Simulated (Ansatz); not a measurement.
Born–Oppenheimer molecular dynamics of a periodic cell of 24 atoms, Na3BP2 (host Na3BP2, host structure P2_1/c). It starts from an unrelaxed structure (largest force component 0.85 eV/Å).

Theory: DFT LDA, scalar-relativistic, plane waves, PAW in Ansatz 0.2.0. Settings: cutoff 420 eV, k mesh 2x1x1, fermi-dirac smearing 0.05 eV, no spin polarisation.

* ensemble: NVE (velocity Verlet)
* time step: 1 fs
* steps asked: 380
* starting velocities drawn for: 3000 K
* seed: 843370

First frame:

```xyz
24
Lattice="7.1494 0.0000 0.0000 0.0000 9.4916 0.0000 -3.3367 0.0000 8.7276" Properties=species:S:1:pos:R:3
Na 2.535 2.720 7.136
Na -1.524 0.658 8.535
Na 0.145 4.088 4.172
Na 3.668 5.404 4.556
Na 3.525 9.234 5.334
Na -1.380 4.489 7.757
Na 0.288 0.257 3.393
Na 5.193 5.003 0.971
Na 4.204 2.026 2.772
Na 1.277 6.771 1.592
Na 5.336 8.834 0.192
Na -0.391 7.466 5.956
B -0.669 1.626 5.954
B 2.813 6.372 7.137
B 0.999 3.120 1.591
B 4.482 7.865 2.773
P 2.421 4.163 2.022
P 3.061 8.909 2.342
P 1.392 5.329 6.706
P 0.752 0.583 6.386
P 5.010 2.615 5.545
P -2.866 7.361 7.546
P -1.197 6.877 3.183
P 6.678 2.131 1.181
```

Q: What does the run give?

A: All steps were run.

- steps done: 380
- time covered: 380 fs
- mean temperature over the second half: 1406 K
- spread of the potential energy over the second half: 25.0 meV per atom
- mean potential energy of the second half above the start: 197.6 meV per atom

The conserved energy stayed within 0.26 meV per atom of its start (net change 0.11 meV per atom), so the integration is sound. Over the second half the temperature averaged 0.47 of the 3000 K drawn at the start: a run that starts near a minimum puts about half its kinetic energy into the potential. A run of 0.38 ps of so small a system gives no equilibrium averages. Limits of this set-up: coarse k mesh.

Q: What happens to the structure?

A: Mean squared displacements from the first frame to the last, about the centre of mass: Na 3.37 Å², B 0.72 Å², P 1.31 Å². Another seed would give other details.

Q: How do temperature and energy run in time?

A: 
```json
{"time (fs)": "0.0", "T (K)": "3000", "potential energy less start (eV)": "0.000", "conserved less start (meV/atom)": "0.00"}
{"time (fs)": "19.0", "T (K)": "2132", "potential energy less start (eV)": "2.583", "conserved less start (meV/atom)": "0.09"}
{"time (fs)": "38.0", "T (K)": "1333", "potential energy less start (eV)": "4.960", "conserved less start (meV/atom)": "0.13"}
{"time (fs)": "57.0", "T (K)": "1558", "potential energy less start (eV)": "4.291", "conserved less start (meV/atom)": "0.13"}
{"time (fs)": "76.0", "T (K)": "1518", "potential energy less start (eV)": "4.412", "conserved less start (meV/atom)": "0.19"}
{"time (fs)": "95.0", "T (K)": "1958", "potential energy less start (eV)": "3.100", "conserved less start (meV/atom)": "0.05"}
{"time (fs)": "114.0", "T (K)": "1610", "potential energy less start (eV)": "4.133", "conserved less start (meV/atom)": "0.03"}
{"time (fs)": "133.0", "T (K)": "1492", "potential energy less start (eV)": "4.486", "conserved less start (meV/atom)": "0.17"}
{"time (fs)": "152.0", "T (K)": "1490", "potential energy less start (eV)": "4.494", "conserved less start (meV/atom)": "0.18"}
{"time (fs)": "171.0", "T (K)": "1455", "potential energy less start (eV)": "4.595", "conserved less start (meV/atom)": "0.09"}
{"time (fs)": "190.0", "T (K)": "1430", "potential energy less start (eV)": "4.669", "conserved less start (meV/atom)": "0.04"}
{"time (fs)": "209.0", "T (K)": "1199", "potential energy less start (eV)": "5.359", "conserved less start (meV/atom)": "0.17"}
{"time (fs)": "228.0", "T (K)": "1227", "potential energy less start (eV)": "5.277", "conserved less start (meV/atom)": "0.21"}
{"time (fs)": "247.0", "T (K)": "1108", "potential energy less start (eV)": "5.630", "conserved less start (meV/atom)": "0.14"}
{"time (fs)": "266.0", "T (K)": "1447", "potential energy less start (eV)": "4.619", "conserved less start (meV/atom)": "0.04"}
{"time (fs)": "285.0", "T (K)": "1444", "potential energy less start (eV)": "4.628", "conserved less start (meV/atom)": "0.14"}
{"time (fs)": "304.0", "T (K)": "1676", "potential energy less start (eV)": "3.941", "conserved less start (meV/atom)": "0.16"}
{"time (fs)": "323.0", "T (K)": "1710", "potential energy less start (eV)": "3.840", "conserved less start (meV/atom)": "0.14"}
{"time (fs)": "342.0", "T (K)": "1520", "potential energy less start (eV)": "4.403", "conserved less start (meV/atom)": "0.10"}
{"time (fs)": "361.0", "T (K)": "1204", "potential energy less start (eV)": "5.342", "conserved less start (meV/atom)": "0.15"}
{"time (fs)": "380.0", "T (K)": "1449", "potential energy less start (eV)": "4.615", "conserved less start (meV/atom)": "0.11"}
```

Time of the run: 11 min on 1 thread of Intel(R) Xeon(R) 6975P-C (Granite Rapids), on a shared host, peak memory 0.79 GiB.
